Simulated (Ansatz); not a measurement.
**C2H9NSi: basis-set convergence**

The task here is to estimate one member of a computed series from the others.

Method: one geometry, several basis sets; program: Ansatz 0.2.0, Gaussian basis.

The runs, in order: PBE0-D4/def2-SVP; ωB97M-V/def2-SVP; PBE0-D4/def2-QZVPP; ωB97M-V/def2-QZVPP; the functionals' def2-TZVPP values are taken from earlier runs.

## The relaxed structure

The geometry comes from an earlier relaxation with PBE0-D4 in a triple-zeta def2 set; it is a stationary point, not always the lowest conformer.

13 atoms, charge 0, spin multiplicity 1.

Atoms are counted from 1 here; the program's logs count them from 0.

Bond lengths: C1–N2 1.442 Å, C1–H5 1.101 Å, C1–H6 1.097 Å, C1–H7 1.092 Å, N2–C3 1.442 Å, N2–Si4 1.717 Å, C3–H8 1.097 Å, C3–H9 1.101 Å, C3–H10 1.092 Å, Si4–H11 1.497 Å, Si4–H12 1.487 Å, Si4–H13 1.487 Å. Angles: N2–C1–H5 112.8°, N2–C1–H6 110.4°, N2–C1–H7 110.5°, H5–C1–H6 107.4°, H5–C1–H7 107.9°, H6–C1–H7 107.7°, C1–N2–C3 113.7°, C1–N2–Si4 120.9°, C3–N2–Si4 120.9°, N2–C3–H8 110.4°, N2–C3–H9 112.8°, N2–C3–H10 110.5°, H8–C3–H9 107.4°, H8–C3–H10 107.7°, H9–C3–H10 107.9°, N2–Si4–H11 115.3°, N2–Si4–H12 107.9°, N2–Si4–H13 107.9° and more.

Set-up of the first run:

in.yaml

```yaml
crystal:
  periodic: [false, false, false]
  atoms:
    - {symbol: C, position_ang: [-0.853399, 1.051464, -0.567418]}
    - {symbol: N, position_ang: [-0.064295, 0.101377, 0.176945]}
    - {symbol: C, position_ang: [1.257324, 0.576782, 0.503671]}
    - {symbol: Si, position_ang: [-0.404351, -1.580401, 0.101948]}
    - {symbol: H, position_ang: [-0.416110, 1.292475, -1.548479]}
    - {symbol: H, position_ang: [-0.947511, 1.991470, -0.009415]}
    - {symbol: H, position_ang: [-1.860696, 0.663664, -0.735383]}
    - {symbol: H, position_ang: [1.197400, 1.509099, 1.079020]}
    - {symbol: H, position_ang: [1.870059, 0.778322, -0.388362]}
    - {symbol: H, position_ang: [1.787117, -0.156700, 1.115698]}
    - {symbol: H, position_ang: [0.068741, -2.275320, -1.137069]}
    - {symbol: H, position_ang: [-1.879715, -1.752298, 0.167039]}
    - {symbol: H, position_ang: [0.265635, -2.234734, 1.256705]}
basis:
  gaussian: {orbitals: def2-SVP}
hamiltonian: {xc: pbe0, dispersion: d4}
output: {orbitals: {seedname: orbitals}}
```

Started as:

```sh
> ansatz run in.yaml --threads 4 --pin off --events-out ev --progress --plain --max-ram 10444MiB
```

Steps of the session up to this table: PBE0-D4 in def2-SVP; ωB97M-V in def2-SVP; PBE0-D4 in def2-QZVPP; ωB97M-V in def2-QZVPP.

One of the session's tables, all rows but one given; the rest of the session is left out.

It belongs to the step «Functionals by basis». 

| functional | basis | HOMO (eV) | LUMO (eV) |
| --- | --- | --- | --- |
| PBE0-D4 | def2-SVP | -6.28 | 1.05 |
| PBE0-D4 | def2-TZVPP | -6.39 | 0.56 |
| PBE0-D4 | def2-QZVPP | -6.41 | 0.37 |
| ωB97M-V | def2-SVP | -8.57 | 2.87 |
| ωB97M-V | def2-TZVPP | ? | ? |
| ωB97M-V | def2-QZVPP | -8.71 | 1.68 |

Q: Estimate the row for ωB97M-V, def2-TZVPP from the others.

As computed: HOMO (eV): -8.69; LUMO (eV): 2.16. In the column «HOMO (eV)» it lies between ωB97M-V, def2-QZVPP (-8.71) and ωB97M-V, def2-SVP (-8.57).
